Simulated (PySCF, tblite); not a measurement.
**C₃H₅BCl₂Se: geometry, infrared bands and NMR shifts**

What infrared bands and NMR shifts should C₃H₅BCl₂Se (`C[Se]/C=C/B(Cl)Cl`) show?

The runs use tblite 0.8.0 and PySCF 2.14.0, with density-fitted response routines of our own; the level of theory stands in each step. All values are computed, except where a source is named. Atoms are numbered from 0 throughout.

**1. The molecule as given**

12 atoms, charge 0, multiplicity 1; geometry from: force field or distance geometry start.

Bonds of the start (Å): C0–Se1 1.92, Se1–C2 1.92, C2–C3 1.32, C3–B4 1.55, B4–Cl5 1.85, B4–Cl6 1.85, C0–H7 1.11, C0–H8 1.10, C0–H9 1.12, C2–H10 1.10, C3–H11 1.10.

**2. Geometry optimisation with GFN2-xTB**

The job: settings as JSON, then the geometry in Å.

```
{"job": {"kind": "relax", "xc": "GFN2-xTB", "basis": "xTB"}, "charge": 0, "multiplicity": 1}
C     -2.569100    -0.123400     0.041900
Se    -1.251600    -1.418900     0.572700
C      0.464400    -0.727200     0.058700
C      1.169600     0.117000     0.789000
B      2.548700     0.628800     0.295200
Cl     2.593000     2.273600    -0.551500
Cl     3.856200    -0.569400    -0.216500
H     -2.624600     0.687400     0.800000
H     -2.319500     0.354400    -0.920700
H     -3.558100    -0.649600     0.011800
H      0.886600    -1.015500    -0.919000
H      0.805500     0.442200     1.777100
```

Started as:

```sh
$ OMP_NUM_THREADS=1 python probes_run.py task.json out
```

The driver reads the jobs from task.json and runs them one after another.

**Question.** This job is followed by: GFN2-xTB harmonic vibrations, gas phase; GIAO PBE0/pcSseg-1 NMR shielding, non-relativistic, gas phase. What will the session give for the following? strongest single infrared mode (GFN2-xTB); zero-point energy (GFN2-xTB); ¹³C shifts against TMS (PBE0/pcSseg-1); ¹H shifts against TMS (PBE0/pcSseg-1, means over atoms taken as alike); ⁷⁷Se shifts against Me2Se (PBE0/pcSseg-1); ¹¹B shifts against BF3·OEt2 (PBE0/pcSseg-1); ³⁵Cl shifts against HCl (PBE0/pcSseg-1, means over atoms taken as alike); surface potential, 1st and 99th percentile.

The runs gave:

| quantity | value |
| --- | --- |
| strongest single infrared mode (GFN2-xTB) | 1532 cm⁻¹, 733 km/mol |
| zero-point energy (GFN2-xTB) | 46.3 kcal/mol |
| ¹³C shifts against TMS (PBE0/pcSseg-1) | 176.4, 133.3, 14.4 ppm |
| ¹H shifts against TMS (PBE0/pcSseg-1, means over atoms taken as alike) | 8.45, 6.25, 2.26 ppm |
| ⁷⁷Se shifts against Me2Se (PBE0/pcSseg-1) | 278 ppm |
| ¹¹B shifts against BF3·OEt2 (PBE0/pcSseg-1) | 46.9 ppm |
| ³⁵Cl shifts against HCl (PBE0/pcSseg-1, means over atoms taken as alike) | 213 ppm |
| surface potential, 1st and 99th percentile | -0.63 V and 1.29 V |

What this shows: Over 115 steps the energy fell by 1.055 eV; of the close pairs, B4–Cl5 changed most, 1.850 to 1.729 Å. No mode is imaginary among the 30: a minimum at this level. The strongest single mode, at 1532 cm⁻¹, moves mainly C3 and C2. Unscaled tight-binding wavenumbers are off by several per cent, some by more. Its intensities can rank the bands wrongly. At PBE0/pcSseg-1: Shielding is most anisotropic at Se1 (span 840 ppm, paramagnetic term -1516 ppm). By nearest atom (PBE0/pcSseg-1), the HOMO sits on Se1 57 %; C3 20 % and the LUMO on B4 33 %; C2 26 %. Spin-orbit coupling is left out, which matters for shieldings and couplings at and beside the heavy atoms.
